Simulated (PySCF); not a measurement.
**One shape, several levels: GeF4 (tetrafluorogermane)**

Wanted: a comparison of 6 runs (HF/STO-3G, HF/3-21G, BLYP/STO-3G, SVWN5/pcseg-1, PBE0/def2-SVP, PBE/cc-pVTZ) of GeF4 (tetrafluorogermane). The job is set up through a Python script.

The calculation is run with PySCF 2.14.0.

### Step 1. The structure to begin with

The species is GeF4 (5 atoms), meant as a singlet with charge 0. As SMILES, `[F][Ge]([F])([F])[F]`. Geometry: relaxed at PBE0-D4/def2-TZVP.

Bond lengths: F1–Ge2 1.691 Å, Ge2–F3 1.691 Å, Ge2–F4 1.692 Å, Ge2–F5 1.691 Å. Angles: F1–Ge2–F3 109.5°, F1–Ge2–F4 109.5°, F1–Ge2–F5 109.5°, F3–Ge2–F4 109.5°, F3–Ge2–F5 109.5°, F4–Ge2–F5 109.5°.

### Step 2. Energy and forces at HF/STO-3G (run 1)

Contents of calc.py:

```python
import pyscf.grad
from pyscf import gto

molecule = gto.M(
    atom=[
    ('F', (-0.454480, 0.095450, 1.626500)),
    ('Ge', (-0.000000, 0.000000, -0.000000)),
    ('F', (1.278170, -1.095570, -0.164850)),
    ('F', (-1.316060, -0.525960, -0.923330)),
    ('F', (0.492370, 1.526090, -0.538320)),
],
    verbose=4,
    max_memory=1860,
    basis='sto-3g',
)

mf = molecule.RHF()
mf.conv_tol = 1e-10
mf.kernel()
if not mf.converged:
    mf = mf.newton().run(mf.mo_coeff, mf.mo_occ)

e_final = mf.e_tot
print('Final energy', e_final)
grad = mf.Gradients().kernel()
mf.analyze()
```

Run with:

```sh
$ OMP_NUM_THREADS=1 python calc.py
```

The program printed:

```text
PySCF version 2.14.0

[... 70 lines left out ...]
Nuclear Repulsion Energy =             453.504144707966645
[... 7 lines left out ...]
MO #2   energy= -50.5202114887915  occ= 2
[... 5 lines left out ...]
MO #8   energy= -25.8537830791266  occ= 2
[... 5 lines left out ...]
MO #14  energy= -1.48128215988281  occ= 2
[... 5 lines left out ...]
MO #20  energy= -0.79154534189799  occ= 2
[... 5 lines left out ...]
MO #26  energy= -0.545931905994157 occ= 2
[... 5 lines left out ...]
MO #32  energy= -0.413922904447615 occ= 2
[... 5 lines left out ...]
MO #38  energy= 0.490409513173613  occ= 0
[... 46 lines left out ...]
Dipole moment(X, Y, Z, Debye): -0.00000, -0.00002, -0.00000
```

Run time: 5.1 s. Hardware: 1 thread of Intel Xeon at 2.50GHz (Skylake/Cascade Lake), shared host; peak memory 0.12 GiB.

### Step 3. Energy and forces at HF/3-21G (run 2)

Contents of run.py:

```python
import pyscf.grad
from pyscf import gto, scf

molecule = gto.Mole()
molecule.atom = '''
F     -0.858843     0.180374     3.073640
Ge     0.000000     0.000000     0.000000
F      2.415391    -2.070327    -0.311521
F     -2.486993    -0.993920    -1.744841
F      0.930444     2.883892    -1.017277
'''
molecule.basis = '3-21g'
molecule.verbose = 4
molecule.max_memory = 1860
molecule.unit = 'bohr'
molecule.build()

mf = scf.RHF(molecule)
mf.conv_tol = 1e-10
mf.kernel()
if not mf.converged:
    mf = mf.newton().run(mf.mo_coeff, mf.mo_occ)

etot = mf.e_tot
print('E = %.10f Eh' % etot)
grad = mf.Gradients().kernel()
mf.analyze()
```

Run with:

```sh
$ OMP_NUM_THREADS=1 python run.py
```

The program printed:

```text
PySCF version 2.14.0

[... 55 lines left out ...]
converged SCF energy = -2461.16827629455
[... 22 lines left out ...]
MO #2   energy= -52.1468409996298  occ= 2
[... 7 lines left out ...]
MO #10  energy= -7.3506277298078   occ= 2
[... 7 lines left out ...]
MO #18  energy= -1.75241622900119  occ= 2
[... 7 lines left out ...]
MO #26  energy= -0.720455382466735 occ= 2
[... 7 lines left out ...]
MO #34  energy= -0.646848396519339 occ= 2
[... 7 lines left out ...]
MO #42  energy= 0.488785458814364  occ= 0
[... 7 lines left out ...]
MO #50  energy= 2.28020898763679   occ= 0
[... 7 lines left out ...]
MO #58  energy= 3.89039975798004   occ= 0
[... 66 lines left out ...]
Dipole moment(X, Y, Z, Debye):  0.00000, -0.00003, -0.00000
```

Run time: 3.9 s. Hardware: 1 thread of Intel Xeon at 2.50GHz (Skylake/Cascade Lake), shared host; peak memory 0.13 GiB.

Run 3 isn't shown in full; the table further down has it.

### Step 4. Energy and forces at SVWN5/pcseg-1 (run 4)

Contents of calc.py:

```python
import pyscf.grad
from pyscf import gto, dft

mol = gto.M(
    atom='''
F     -0.858843     0.180374     3.073640
Ge     0.000000     0.000000     0.000000
F      2.415391    -2.070327    -0.311521
F     -2.486993    -0.993920    -1.744841
F      0.930444     2.883892    -1.017277
''',
    unit='bohr',
    spin=0,
    basis='pcseg-1',
    max_memory=1860,
    verbose=3,
)

mf = dft.RKS(mol, xc='svwn')
mf.conv_tol = 1e-10
mf.grids.level = 5
mf.kernel()
if not mf.converged:
    mf = mf.newton().run(mf.mo_coeff, mf.mo_occ)

etot = mf.e_tot
print('E = %.10f Eh' % etot)
grad = mf.Gradients().kernel()
mf.analyze()
```

Run with:

```sh
$ OMP_NUM_THREADS=1 python calc.py
```

The program printed:

```text
converged SCF energy = -2470.54994374147
[... 12 lines left out ...]
MO #3   energy= -43.8338232366211  occ= 2
[... 9 lines left out ...]
MO #13  energy= -4.32718887750392  occ= 2
[... 9 lines left out ...]
MO #23  energy= -0.589323912127137 occ= 2
[... 9 lines left out ...]
MO #33  energy= -0.397979753657709 occ= 2
[... 9 lines left out ...]
MO #43  energy= 0.333036399698577  occ= 0
[... 9 lines left out ...]
MO #53  energy= 0.984568686529153  occ= 0
[... 9 lines left out ...]
MO #63  energy= 1.95247560700572   occ= 0
[... 9 lines left out ...]
MO #73  energy= 2.31135015062502   occ= 0
[... 9 lines left out ...]
MO #83  energy= 2.65738453278471   occ= 0
[... 6 lines left out ...]
Dipole moment(X, Y, Z, Debye):  0.00001, -0.00002,  0.00001
```

Run time: 44 s. Hardware: 1 thread of Intel Xeon at 2.50GHz (Skylake/Cascade Lake), shared host; peak memory 0.45 GiB.

Run 5 isn't shown in full; the table further down has it.

### Step 5. Energy and gradient at PBE/cc-pVTZ (run 6)

Contents of input.xyz:

```xyz
5
F4Ge
F     -0.454480     0.095450     1.626500
Ge     0.000000     0.000000     0.000000
F      1.278170    -1.095570    -0.164850
F     -1.316060    -0.525960    -0.923330
F      0.492370     1.526090    -0.538320
```

Contents of run.py:

```python
from pyscf import gto, dft

system = gto.M(
    atom='input.xyz',
    spin=0,
    charge=0,
    max_memory=1860,
    verbose=3,
    basis='cc-pvtz',
)

mf = dft.RKS(system)
mf.xc = 'pbe'
mf.grids.level = 5
mf.conv_tol = 1e-10
mf.kernel()
if not mf.converged:
    mf = mf.newton().run(mf.mo_coeff, mf.mo_occ)

e_tot = mf.e_tot
print(f'total energy: {e_tot:.8f} hartree')
grad = mf.nuc_grad_method().kernel()
mf.analyze()
```

Run with:

```sh
$ OMP_NUM_THREADS=1 python run.py
```

The program printed:

```text
converged SCF energy = -2476.03413403562
[... 20 lines left out ...]
MO #11  energy= -4.3049397983818   occ= 2
[... 18 lines left out ...]
MO #30  energy= -0.400340272177834 occ= 2
[... 18 lines left out ...]
MO #49  energy= 0.667183431840349  occ= 0
[... 18 lines left out ...]
MO #68  energy= 1.13925156709519   occ= 0
[... 18 lines left out ...]
MO #87  energy= 2.15857611527789   occ= 0
[... 18 lines left out ...]
MO #106 energy= 4.5245495681549    occ= 0
[... 18 lines left out ...]
MO #125 energy= 6.69347968224997   occ= 0
[... 18 lines left out ...]
MO #144 energy= 8.06125132546655   occ= 0
[... 18 lines left out ...]
MO #163 energy= 11.0695025717976   occ= 0
[... 6 lines left out ...]
Dipole moment(X, Y, Z, Debye):  0.00001, -0.00002,  0.00000
```

Run time: 3.4 min. Hardware: 1 thread of Intel Xeon at 2.50GHz (Skylake/Cascade Lake), shared host; peak memory 2 GiB.

### Step 6. The series

```csv
run,level,integration grid,energy (Eh),dipole moment (D),HOMO energy (eV),LUMO energy (eV),wall time
1,HF/STO-3G,–,-2443.955483,0.00,-11.26,9.53,5.1 s
2,HF/3-21G,–,-2461.168276,0.00,-17.60,2.72,3.9 s
3,BLYP/STO-3G,5,-2446.426662,0.00,-1.86,3.36,17 s
4,SVWN5/pcseg-1,5,-2470.549944,0.00,-10.83,-3.52,44 s
5,PBE0/def2-SVP,5,-2475.295696,0.00,-12.50,-1.64,44 s
6,PBE/cc-pVTZ,5,-2476.034134,0.00,-10.41,-2.85,3.4 min
```

### Step 7. Outcome

| quantity | value |
| --- | --- |
| run 6: total energy | -2476.03413 Eh |
| run 6: dipole moment | 0.00 D |
| run 6: HOMO energy | -10.41 eV |
| run 6: LUMO energy | -2.85 eV |
| run 6: HOMO–LUMO gap | 7.57 eV |
| run 6: largest force on an atom | 0.791 eV/Å |

In words: The HOMO–LUMO gap runs from 5.22 eV (BLYP/STO-3G) to 20.79 eV (HF/STO-3G). Exact exchange widens orbital gaps. Totals of different functionals can't be ranked against each other. In runs 1, 3 the basis is minimal, so the values are rough. All runs together took 5.3 min, the longest 3.4 min.
